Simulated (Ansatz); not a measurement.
# Br2Cl2Ge: the cost of one run

The runs use Ansatz 0.2.0, Gaussian basis; RKS PBE0-D4/def2-TZVP.

Levels to be run: relaxation at PBE0-D4/def2-TZVP; harmonic vibrations at the same level.

1 further run of the same task is left out (set aside as unsound or not needed). Runs told in other sessions of the task aren't counted.

**1. Starting geometry**

SMILES `[Cl][Ge]([Cl])([Br])[Br]`, 5 atoms, charge 0, spin multiplicity 1.

Atoms are counted from 1 here; the program's logs count them from 0.

Bond lengths: Cl1–Ge2 2.128 Å, Ge2–Cl3 2.127 Å, Ge2–Br4 2.323 Å, Ge2–Br5 2.327 Å. Angles: Cl1–Ge2–Cl3 111.1°, Cl1–Ge2–Br4 109.5°, Cl1–Ge2–Br5 109.6°, Cl3–Ge2–Br4 109.6°, Cl3–Ge2–Br5 109.5°, Br4–Ge2–Br5 107.6°.

The start is a GFN2-xTB geometry.

**2. Relaxation at PBE0-D4/def2-TZVP**

in.yaml

```yaml
crystal:
  periodic: [false, false, false]
  atoms:
    - {symbol: Cl, position_ang: [-0.643170, -0.237520, 2.055390]}
    - {symbol: Ge, position_ang: [0.028040, -0.040930, 0.045930]}
    - {symbol: Cl, position_ang: [1.715880, -1.282410, -0.321010]}
    - {symbol: Br, position_ang: [-1.691010, -0.616450, -1.406570]}
    - {symbol: Br, position_ang: [0.590260, 2.177310, -0.373730]}
basis:
  gaussian: {orbitals: def2-TZVP}
hamiltonian: {xc: pbe0, dispersion: d4}
relax: {f_tol: 0.005, max_steps: 150}
```

Run with:

```bash
$ ansatz run in.yaml --threads 4 --pin off --events-out ev --progress --plain --max-ram 11315MiB
```

**Question.** How long does this run take on 4 threads of Arm Neoverse V2, shared host, and how much memory does it need?

About 43 s, with a peak of 1 GiB.
